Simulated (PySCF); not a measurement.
# KI: NMR shieldings

What do calculations give for the NMR shieldings of KI (`[K][I]`)?

Programs: PySCF 2.14.0, with routines of our own; each step states its level. All values are computed. Atoms count from 0.

## Step 1: The system as given

2 atoms, charge 0, multiplicity 1; geometry from: GFN2-xTB.

## Step 2: Relaxing the molecule at PBE0-D3(BJ)/def2-SVP

Job settings and geometry (Å):

```
{"job": {"xc": "PBE0", "basis": "def2-SVP", "d3": "d3bj", "grid": 1, "maxiter": 30, "shake": 0.01, "kind": "geom"}, "charge": 0, "multiplicity": 1}
K      1.599780    -0.028640     0.001570
I     -1.582290    -0.000180    -0.013690
```

Launch:

```
> OMP_NUM_THREADS=1 python heavy_run.py task.json out
```

This one command runs all jobs of the session in turn.

Log:

```text
step   0  E = -897.47061539  max force = 0.006235
step   1  E = -897.47141031  max force = 0.000660
step   2  E = -897.47140668  max force = 0.000151
step   3  E = -897.47140886  max force = 0.000118
optimisation converged
```

Wall time 4.1 s (1 thread of Arm Neoverse V2, shared host); peak memory 0.26 GiB.

Relaxation path:

```csv
step,energy from step 0 (eV),largest force component (eV/Å)
0,0.0000,0.3206
1,-0.0216,0.0339
2,-0.0215,0.0078
3,-0.0216,0.0061
```

The bond:

```csv
bond,before (Å),after (Å),change (Å)
K0–I1,3.182,3.075,-0.107
```

The next job starts from the end point, and lists it.

```csv
at the end point,value
point group (found at 0.08 Å tolerance),Cinfv
"rotational constants (GHz, main isotopes)","1.793, 1.793"
dipole moment (D),11.12
```

## Step 3: NMR shieldings: PBE/pcJ-1 I:dyall-v2z K:dyall-v2z (PBE), spin–orbit

Job settings and geometry (Å):

```
{"job": {"kind": "hnmr", "xc": "PBE", "basis": {"default": "pcJ-1", "I": "dyall-v2z", "K": "dyall-v2z"}, "rel": "so"}, "charge": 0, "multiplicity": 1}
K      1.546168    -0.034308     0.004644
I     -1.528678     0.005488    -0.016764
```

With the program's defaults for keys left out, this is: PBE/pcJ-1 I:dyall-v2z K:dyall-v2z GIAO NMR shielding, X2C with spin-orbit coupling, screened-nuclear two-electron part, Gaussian nuclei, gas phase.

Log:

```text
spin-free SCF
coarse grid: 15264 points
cycle   1  E = -7717.3293975804  dE = -3.228e-01  |g| = 3.937e-01  |ddm| = 1.150e+00
cycle   2  E = -7717.1064116553  dE =  2.230e-01  |g| = 8.358e-01  |ddm| = 2.202e+00
cycle   3  E = -7717.3682366111  dE = -2.618e-01  |g| = 6.416e-02  |ddm| = 1.715e+00
cycle   4  E = -7717.3699162625  dE = -1.680e-03  |g| = 3.205e-02  |ddm| = 2.037e-01
cycle   5  E = -7717.3702397590  dE = -3.235e-04  |g| = 6.418e-03  |ddm| = 5.346e-02
cycle   6  E = -7717.3702494568  dE = -9.698e-06  |g| = 2.048e-03  |ddm| = 8.736e-03
final grid: 26728 points
cycle   7  E = -7717.3712496067  dE = -6.857e-06  |g| = 6.578e-03  |ddm| = 4.030e-03
cycle   8  E = -7717.3712491631  dE =  4.436e-07  |g| = 2.994e-03  |ddm| = 4.961e-03
cycle   9  E = -7717.3712495955  dE = -4.323e-07  |g| = 2.324e-03  |ddm| = 5.677e-03
cycle  10  E = -7717.3712503937  dE = -7.982e-07  |g| = 2.767e-04  |ddm| = 3.072e-03
cycle  11  E = -7717.3712504129  dE = -1.923e-08  |g| = 1.634e-05  |ddm| = 3.949e-04
cycle  12  E = -7717.3712504130  dE = -7.276e-11  |g| = 2.559e-06  |ddm| = 2.089e-05
converged SCF energy = -7717.3712504130
two-component SCF
cycle   1  E = -7716.4364124977  dE = -7.716e+03  |FDS-SDF| = 1.220e+02
cycle   2  E = -7718.6096552035  dE = -2.173e+00  |FDS-SDF| = 8.144e-02
cycle   3  E = -7718.6096635939  dE = -8.390e-06  |FDS-SDF| = 1.606e-02
cycle   4  E = -7718.6096665199  dE = -2.926e-06  |FDS-SDF| = 6.324e-03
cycle   5  E = -7718.6096681622  dE = -1.642e-06  |FDS-SDF| = 6.373e-04
cycle   6  E = -7718.6096682501  dE = -8.796e-08  |FDS-SDF| = 2.752e-04
cycle   7  E = -7718.6096682701  dE = -2.002e-08  |FDS-SDF| = 4.600e-05
converged, E = -7718.6096682701

Field gradients (au) and densities at the nuclei (bohr^-3)
atom        Vxx        Vyy        Vzz        centre      nuclear mean
  0 K      0.1228     0.1228    -0.2456       4900.427       4899.795
  1 I     -0.8162    -0.8166     1.6328     246305.324     238485.356
without picture change
  1 I                            1.7574                    538523.708

Core orbital energies (eV)
atom   shell        mean    spread
  0 K  1s        -3520.719   0.000
  0 K  2s         -353.753   0.000
  0 K  3s          -35.876   0.000
  0 K  2p1/2      -282.383   0.000
  0 K  2p3/2      -279.555   0.008
  0 K  3p1/2       -19.548   0.000
  0 K  3p3/2       -19.281   0.051
  1 I  1s       -32912.179   0.000
  1 I  2s        -5082.266   0.000
  1 I  3s        -1023.113   0.000
  1 I  4s         -176.705   0.000
  1 I  5s          -14.297   0.000
  1 I  2p1/2     -4767.264   0.000
  1 I  2p3/2     -4470.307   0.006
  1 I  3p1/2      -893.190   0.000
  1 I  3p3/2      -837.118   0.017
  1 I  4p1/2      -131.386   0.000
  1 I  4p3/2      -120.451   0.055
  1 I  3d3/2      -608.471   0.015
  1 I  3d5/2      -596.836   0.020
  1 I  4d3/2       -47.689   0.068
  1 I  4d5/2       -45.981   0.089

Shielding tensors (ppm)
atom      isotropic    diamagn.    paramagn.     s11        s22        s33       span
  0 K      1241.05     1303.27      -62.21    1187.07    1187.08    1349.01     161.94
  1 I      6552.09     5088.88     1463.22    6467.45    6467.46    6721.37     253.92
```

Run time: 24 s. Hardware: 1 thread of Arm Neoverse V2, shared host; peak memory 0.7 GiB.

Key values:

```csv
quantity,value
energy from spin-orbit coupling,-1.2384 Eh
```

The fields below are evaluated on a grid from the run's orbitals.

Frontier orbitals at PBE/dyall-v2z, with the share of their density that lies nearest to each atom:

```csv
orbital,energy (eV),lies on
HOMO,-4.02,I1 97 %
LUMO,-2.12,K0 93 %; I1 7 %
```

ELF in a plane through or near 2 of the atoms.

Ten even steps from ' ' (0.00) to '@' (0.87):
```
              ........                                  
          ..::--------::::..                            
        ::--==********++==--..                          
      ::==++**%%%%%%####**==::                          
    ..--++**##%%%%%%%%%%##++::        ..                
    ::==**%%%%@@@@@@@@%%%%**::    ::==++==::            
  ..--++##%%%%##****##%%%%##::  ::**%%%%%%++::          
  ::==**%%%%##--------**%%##::..++@@@@@@@@%%++::        
  ::==##%%%%==****##====%%##..::%%@@++--##@@##--        
  ::++##%%##--%%**++**::####..::%%##--##--@@##==..      
  ::++##%%##--%%**--**::####..::%%##--##--@@##==..      
  ::==##%%%%==**%%%%==--%%##::..%%@@++--%%@@##--        
  ::==**%%%%##--==--==**%%##::..++@@@@@@@@%%++::        
  ..--++##%%@@##****##%%%%##::  ::**%%%%%%++::          
    ::==**%%%%@@%%%%@@%%%%**::    ::==++==::            
    ..--++**##%%%%%%%%%%##++::        ....              
      ::==++**%%%%%%####**==::                          
        ::--==********++==--..                          
          ..::--------::::..                            
              ........                                  
```
The map spans 8.3 Å across and 5.2 Å up, centred on the molecule. Atoms in the plane (x, y in Å): K0 (1.5, 0.0), I1 (-1.5, 0.0).

log10 of the density (e/Å³) in the same plane.

Ten even steps from ' ' (-4.0) to '@' (3.6):
```
      ........::::::::::................                
    ....::::::::::::::::::::::..............            
  ....::::::------------::::::::::::::..........        
....::::::------------------::::::::::::::::......      
....::::------========--------::::::------::::....      
..::::------============--------------------::::....    
..::::----====++++++========----============--::::..    
..::----======++++++++++====--====++++++++==----::....  
::::----====++**####**++========++++****++++==--::....  
::::----====++##@@##**++========++**##%%**++==--::::..  
::::----====++##@@##**++========++**##%%**++==--::::..  
::::----====++**####**++========++++****++++==--::....  
..::----======++**++++++====--====++++++++==----::....  
..::::----====++++++======------============--::::..    
..::::------==============------------==----::::....    
....::::------========--------::::::------::::....      
....::::::------------------::::::::::::::::......      
  ....::::::------------::::::::::::::..........        
    ....::::::::::::::::::::::..............            
      ........::::::::::................                
```
The map spans 8.3 Å across and 5.2 Å up, centred on the molecule. Atoms in the plane (x, y in Å): K0 (1.5, 0.0), I1 (-1.5, 0.0).

On the surface of density 0.002 e/bohr³ the electrostatic potential runs, from the 1st to the 99th percentile, from -1.92 V near I1 to 4.40 V near K0.

## Step 4: NMR shieldings: KT2/pcJ-1 I:dyall-v2z K:dyall-v2z (KT2), spin–orbit

Job settings and geometry (Å):

```
{"job": {"kind": "hnmr", "xc": "KT2", "basis": {"default": "pcJ-1", "I": "dyall-v2z", "K": "dyall-v2z"}, "rel": "so"}, "charge": 0, "multiplicity": 1}
K      1.546168    -0.034308     0.004644
I     -1.528678     0.005488    -0.016764
```

Level: KT2/pcJ-1 I:dyall-v2z K:dyall-v2z GIAO NMR shielding, X2C with spin-orbit coupling, screened-nuclear two-electron part, Gaussian nuclei, gas phase.

Log:

```text
spin-free SCF
coarse grid: 15264 points
cycle   1  E = -7741.2626887945  dE = -2.698e-01  |g| = 2.451e+00  |ddm| = 1.253e+00
cycle   2  E = -7741.0252879024  dE =  2.374e-01  |g| = 1.188e+00  |ddm| = 2.316e+00
cycle   3  E = -7741.1441253486  dE = -1.188e-01  |g| = 1.073e+00  |ddm| = 2.842e+00
cycle   4  E = -7741.3170630168  dE = -1.729e-01  |g| = 1.164e-01  |ddm| = 1.218e+00
cycle   5  E = -7741.3230795511  dE = -6.017e-03  |g| = 6.869e-02  |ddm| = 4.756e-01
cycle   6  E = -7741.3246887585  dE = -1.609e-03  |g| = 5.812e-03  |ddm| = 1.413e-01
cycle   7  E = -7741.3246906610  dE = -1.903e-06  |g| = 1.657e-03  |ddm| = 4.854e-03
final grid: 26728 points
cycle   8  E = -7741.3190599559  dE = -5.387e-04  |g| = 5.266e-01  |ddm| = 8.195e-03
cycle   9  E = -7741.3190579791  dE =  1.977e-06  |g| = 9.153e-03  |ddm| = 1.094e-02
cycle  10  E = -7741.3190530126  dE =  4.967e-06  |g| = 6.750e-03  |ddm| = 1.612e-02
cycle  11  E = -7741.3190619016  dE = -8.889e-06  |g| = 3.612e-04  |ddm| = 9.880e-03
cycle  12  E = -7741.3190619010  dE =  6.221e-10  |g| = 1.621e-04  |ddm| = 2.056e-04
cycle  13  E = -7741.3190619098  dE = -8.808e-09  |g| = 8.030e-06  |ddm| = 2.977e-04
converged SCF energy = -7741.3190619098
two-component SCF
cycle   1  E = -7740.3815108316  dE = -7.740e+03  |FDS-SDF| = 1.222e+02
cycle   2  E = -7742.5582691383  dE = -2.177e+00  |FDS-SDF| = 8.333e-02
cycle   3  E = -7742.5582773094  dE = -8.171e-06  |FDS-SDF| = 1.562e-02
cycle   4  E = -7742.5582795761  dE = -2.267e-06  |FDS-SDF| = 6.720e-03
cycle   5  E = -7742.5582809788  dE = -1.403e-06  |FDS-SDF| = 9.435e-04
cycle   6  E = -7742.5582810647  dE = -8.586e-08  |FDS-SDF| = 2.197e-04
cycle   7  E = -7742.5582810791  dE = -1.443e-08  |FDS-SDF| = 4.892e-05
converged, E = -7742.5582810791

Field gradients (au) and densities at the nuclei (bohr^-3)
atom        Vxx        Vyy        Vzz        centre      nuclear mean
  0 K      0.1191     0.1191    -0.2382       4965.028       4964.374
  1 I     -0.8474    -0.8478     1.6952     252435.051     243794.303
without picture change
  1 I                            1.8268                    549694.451

Core orbital energies (eV)
atom   shell        mean    spread
  0 K  1s        -3545.750   0.000
  0 K  2s         -358.847   0.000
  0 K  3s          -36.393   0.000
  0 K  2p1/2      -286.037   0.000
  0 K  2p3/2      -283.181   0.006
  0 K  3p1/2       -19.751   0.000
  0 K  3p3/2       -19.490   0.047
  1 I  1s       -32990.198   0.000
  1 I  2s        -5100.116   0.000
  1 I  3s        -1029.351   0.000
  1 I  4s         -178.767   0.000
  1 I  5s          -14.302   0.000
  1 I  2p1/2     -4780.921   0.000
  1 I  2p3/2     -4483.278   0.006
  1 I  3p1/2      -898.148   0.000
  1 I  3p3/2      -841.803   0.017
  1 I  4p1/2      -132.991   0.000
  1 I  4p3/2      -122.113   0.055
  1 I  3d3/2      -612.710   0.015
  1 I  3d5/2      -601.006   0.020
  1 I  4d3/2       -48.744   0.067
  1 I  4d5/2       -47.029   0.088

Shielding tensors (ppm)
atom      isotropic    diamagn.    paramagn.     s11        s22        s33       span
  0 K      1245.88     1308.35      -62.47    1188.93    1188.93    1359.78     170.85
  1 I      6596.51     5096.40     1500.12    6524.07    6524.07    6741.39     217.32
```

It took 15 s on 1 thread of Arm Neoverse V2, shared host; peak memory 0.7 GiB.

Key values:

```csv
quantity,value
energy from spin-orbit coupling,-1.2392 Eh
```

## Step 5: NMR shieldings: B3LYP/pcJ-1 I:dyall-v2z K:dyall-v2z (B3LYP), spin–orbit

Job settings and geometry (Å):

```
{"job": {"kind": "hnmr", "xc": "B3LYP", "basis": {"default": "pcJ-1", "I": "dyall-v2z", "K": "dyall-v2z"}, "rel": "so"}, "charge": 0, "multiplicity": 1}
K      1.546168    -0.034308     0.004644
I     -1.528678     0.005488    -0.016764
```

Method: B3LYP/pcJ-1 I:dyall-v2z K:dyall-v2z GIAO NMR shielding, X2C with spin-orbit coupling, screened-nuclear two-electron part, Gaussian nuclei, gas phase.

Log:

```text
spin-free SCF
coarse grid: 15264 points
cycle   1  E = -7718.0804182651  dE = -3.502e-01  |g| = 3.445e-01  |ddm| = 1.115e+00
cycle   2  E = -7718.0584526441  dE =  2.197e-02  |g| = 4.875e-01  |ddm| = 1.464e+00
cycle   3  E = -7718.1158613568  dE = -5.741e-02  |g| = 4.072e-02  |ddm| = 7.920e-01
cycle   4  E = -7718.1158918070  dE = -3.045e-05  |g| = 1.469e-02  |ddm| = 4.861e-02
cycle   5  E = -7718.1159504409  dE = -5.863e-05  |g| = 2.812e-03  |ddm| = 2.390e-02
cycle   6  E = -7718.1159531845  dE = -2.744e-06  |g| = 5.571e-04  |ddm| = 5.182e-03
final grid: 26728 points
cycle   7  E = -7718.1164573531  dE = -2.540e-06  |g| = 6.904e-04  |ddm| = 1.760e-03
cycle   8  E = -7718.1164573627  dE = -9.639e-09  |g| = 4.774e-04  |ddm| = 1.040e-03
cycle   9  E = -7718.1164574144  dE = -5.167e-08  |g| = 9.410e-05  |ddm| = 6.170e-04
cycle  10  E = -7718.1164574161  dE = -1.766e-09  |g| = 3.549e-05  |ddm| = 1.482e-04
converged SCF energy = -7718.1164574161
two-component SCF
cycle   1  E = -7717.1819083568  dE = -7.717e+03  |FDS-SDF| = 1.219e+02
cycle   2  E = -7719.3536710402  dE = -2.172e+00  |FDS-SDF| = 3.233e-01
cycle   3  E = -7719.3541433792  dE = -4.723e-04  |FDS-SDF| = 1.383e-02
cycle   4  E = -7719.3541500342  dE = -6.655e-06  |FDS-SDF| = 8.491e-03
cycle   5  E = -7719.3541526284  dE = -2.594e-06  |FDS-SDF| = 1.499e-03
cycle   6  E = -7719.3541528917  dE = -2.634e-07  |FDS-SDF| = 3.074e-04
cycle   7  E = -7719.3541529192  dE = -2.748e-08  |FDS-SDF| = 6.143e-05
converged, E = -7719.3541529192

Field gradients (au) and densities at the nuclei (bohr^-3)
atom        Vxx        Vyy        Vzz        centre      nuclear mean
  0 K      0.1367     0.1367    -0.2734       4895.524       4894.895
  1 I     -0.7352    -0.7355     1.4707     246242.731     238400.140
without picture change
  1 I                            1.5820                    538249.824

Core orbital energies (eV)
atom   shell        mean    spread
  0 K  1s        -3547.547   0.000
  0 K  2s         -362.818   0.000
  0 K  3s          -38.610   0.000
  0 K  2p1/2      -289.654   0.000
  0 K  2p3/2      -286.783   0.007
  0 K  3p1/2       -21.239   0.000
  0 K  3p3/2       -20.961   0.047
  1 I  1s       -32995.981   0.000
  1 I  2s        -5115.242   0.000
  1 I  3s        -1038.102   0.000
  1 I  4s         -182.825   0.000
  1 I  5s          -15.815   0.000
  1 I  2p1/2     -4796.711   0.000
  1 I  2p3/2     -4498.695   0.005
  1 I  3p1/2      -906.308   0.000
  1 I  3p3/2      -849.734   0.014
  1 I  4p1/2      -136.365   0.000
  1 I  4p3/2      -125.274   0.049
  1 I  3d3/2      -617.928   0.014
  1 I  3d5/2      -606.188   0.018
  1 I  4d3/2       -50.244   0.064
  1 I  4d5/2       -48.499   0.084

Shielding tensors (ppm)
atom      isotropic    diamagn.    paramagn.     s11        s22        s33       span
  0 K      1236.38     1303.37      -66.99    1175.94    1175.95    1357.24     181.30
  1 I      6588.02     5089.18     1498.84    6515.08    6515.08    6733.90     218.83
```

Run time: 50 s. Hardware: 1 thread of Arm Neoverse V2, shared host; peak memory 0.94 GiB.

From this job:

```csv
quantity,value
energy from spin-orbit coupling,-1.2377 Eh
```

## Step 6: NMR shieldings: BHandHLYP/pcJ-1 I:dyall-v2z K:dyall-v2z (BHandHLYP), spin–orbit

Job settings and geometry (Å):

```
{"job": {"kind": "hnmr", "xc": "BHandHLYP", "basis": {"default": "pcJ-1", "I": "dyall-v2z", "K": "dyall-v2z"}, "rel": "so"}, "charge": 0, "multiplicity": 1}
K      1.546168    -0.034308     0.004644
I     -1.528678     0.005488    -0.016764
```

With the program's defaults for keys left out, this is: BHandHLYP/pcJ-1 I:dyall-v2z K:dyall-v2z GIAO NMR shielding, X2C with spin-orbit coupling, screened-nuclear two-electron part, Gaussian nuclei, gas phase.

Log:

```text
spin-free SCF
coarse grid: 15264 points
cycle   1  E = -7717.9878425702  dE = -3.849e-01  |g| = 3.192e-01  |ddm| = 1.054e+00
cycle   2  E = -7718.0034409398  dE = -1.560e-02  |g| = 2.935e-01  |ddm| = 9.580e-01
cycle   3  E = -7718.0158298667  dE = -1.239e-02  |g| = 4.169e-02  |ddm| = 3.393e-01
cycle   4  E = -7718.0159115786  dE = -8.171e-05  |g| = 9.623e-03  |ddm| = 4.695e-02
cycle   5  E = -7718.0159303246  dE = -1.875e-05  |g| = 6.944e-04  |ddm| = 1.243e-02
cycle   6  E = -7718.0159305308  dE = -2.062e-07  |g| = 1.384e-04  |ddm| = 1.472e-03
final grid: 26728 points
cycle   7  E = -7718.0162515629  dE = -1.176e-06  |g| = 2.401e-04  |ddm| = 7.873e-04
cycle   8  E = -7718.0162515638  dE = -9.741e-10  |g| = 6.388e-05  |ddm| = 1.106e-04
converged SCF energy = -7718.0162515638
two-component SCF
cycle   1  E = -7717.0826525197  dE = -7.717e+03  |FDS-SDF| = 1.218e+02
cycle   2  E = -7719.2486622899  dE = -2.166e+00  |FDS-SDF| = 7.780e-01
cycle   3  E = -7719.2509170700  dE = -2.255e-03  |FDS-SDF| = 2.683e-02
cycle   4  E = -7719.2509836265  dE = -6.656e-05  |FDS-SDF| = 5.399e-03
cycle   5  E = -7719.2509903315  dE = -6.705e-06  |FDS-SDF| = 2.477e-03
cycle   6  E = -7719.2509917792  dE = -1.448e-06  |FDS-SDF| = 4.868e-04
cycle   7  E = -7719.2509920188  dE = -2.396e-07  |FDS-SDF| = 1.453e-04
cycle   8  E = -7719.2509920335  dE = -1.473e-08  |FDS-SDF| = 2.696e-05
converged, E = -7719.2509920335

Field gradients (au) and densities at the nuclei (bohr^-3)
atom        Vxx        Vyy        Vzz        centre      nuclear mean
  0 K      0.1500     0.1500    -0.3000       4893.595       4892.968
  1 I     -0.6170    -0.6172     1.2343     245976.620     238157.570
without picture change
  1 I                            1.3276                    537693.103

Core orbital energies (eV)
atom   shell        mean    spread
  0 K  1s        -3587.060   0.000
  0 K  2s         -376.296   0.000
  0 K  3s          -42.591   0.000
  0 K  2p1/2      -299.922   0.000
  0 K  2p3/2      -296.993   0.006
  0 K  3p1/2       -23.577   0.000
  0 K  3p3/2       -23.287   0.039
  1 I  1s       -33122.451   0.000
  1 I  2s        -5164.396   0.000
  1 I  3s        -1060.871   0.000
  1 I  4s         -192.147   0.000
  1 I  5s          -17.906   0.000
  1 I  2p1/2     -4839.307   0.000
  1 I  2p3/2     -4539.817   0.003
  1 I  3p1/2      -925.867   0.000
  1 I  3p3/2      -868.543   0.011
  1 I  4p1/2      -143.870   0.000
  1 I  4p3/2      -132.610   0.043
  1 I  3d3/2      -631.789   0.011
  1 I  3d5/2      -619.895   0.015
  1 I  4d3/2       -54.032   0.058
  1 I  4d5/2       -52.237   0.076

Shielding tensors (ppm)
atom      isotropic    diamagn.    paramagn.     s11        s22        s33       span
  0 K      1238.47     1303.24      -64.77    1174.00    1174.00    1367.40     193.40
  1 I      6640.04     5089.44     1550.61    6582.36    6582.36    6755.41     173.05
```

It took 54 s on 1 thread of Arm Neoverse V2, shared host; peak memory 0.94 GiB.

Key values:

```csv
quantity,value
energy from spin-orbit coupling,-1.2347 Eh
```

## Step 7: Shieldings side by side

```csv
run,I1,K0,time
"step 3, PBE/pcJ-1 I:dyall-v2z K:dyall-v2z (PBE), spin–orbit",6552.1,1241.1,24 s
"step 4, KT2/pcJ-1 I:dyall-v2z K:dyall-v2z (KT2), spin–orbit",6596.5,1245.9,15 s
"step 5, B3LYP/pcJ-1 I:dyall-v2z K:dyall-v2z (B3LYP), spin–orbit",6588.0,1236.4,50 s
"step 6, BHandHLYP/pcJ-1 I:dyall-v2z K:dyall-v2z (BHandHLYP), spin–orbit",6640.0,1238.5,54 s
```

## Step 8: What came out

| quantity | value |
| --- | --- |
| point group | Cinfv |
| rotational constants (main isotopes) | 1.79, 1.79 GHz |
| energy from spin-orbit coupling (step 3, PBE/pcJ-1 I:dyall-v2z K:dyall-v2z (PBE), spin–orbit) | -1.2384 Eh |
| shieldings (step 3, PBE/pcJ-1 I:dyall-v2z K:dyall-v2z (PBE), spin–orbit) | K0 1241.1, I1 6552.1 ppm |
| surface potential, 1st and 99th percentile | -1.92 V and 4.40 V |
| energy from spin-orbit coupling (step 4, KT2/pcJ-1 I:dyall-v2z K:dyall-v2z (KT2), spin–orbit) | -1.2392 Eh |
| shieldings (step 4, KT2/pcJ-1 I:dyall-v2z K:dyall-v2z (KT2), spin–orbit) | K0 1245.9, I1 6596.5 ppm |
| energy from spin-orbit coupling (step 5, B3LYP/pcJ-1 I:dyall-v2z K:dyall-v2z (B3LYP), spin–orbit) | -1.2377 Eh |
| shieldings (step 5, B3LYP/pcJ-1 I:dyall-v2z K:dyall-v2z (B3LYP), spin–orbit) | K0 1236.4, I1 6588.0 ppm |
| energy from spin-orbit coupling (step 6, BHandHLYP/pcJ-1 I:dyall-v2z K:dyall-v2z (BHandHLYP), spin–orbit) | -1.2347 Eh |
| shieldings (step 6, BHandHLYP/pcJ-1 I:dyall-v2z K:dyall-v2z (BHandHLYP), spin–orbit) | K0 1238.5, I1 6640.0 ppm |

In words: Over 3 steps the energy fell by 0.022 eV; of the bonded pairs, K0–I1 changed most, 3.182 to 3.075 Å. In step 3, I1 has the widest tensor, 254 ppm. I1 moves most between the runs, by 88 ppm; the labels say what changes from run to run.
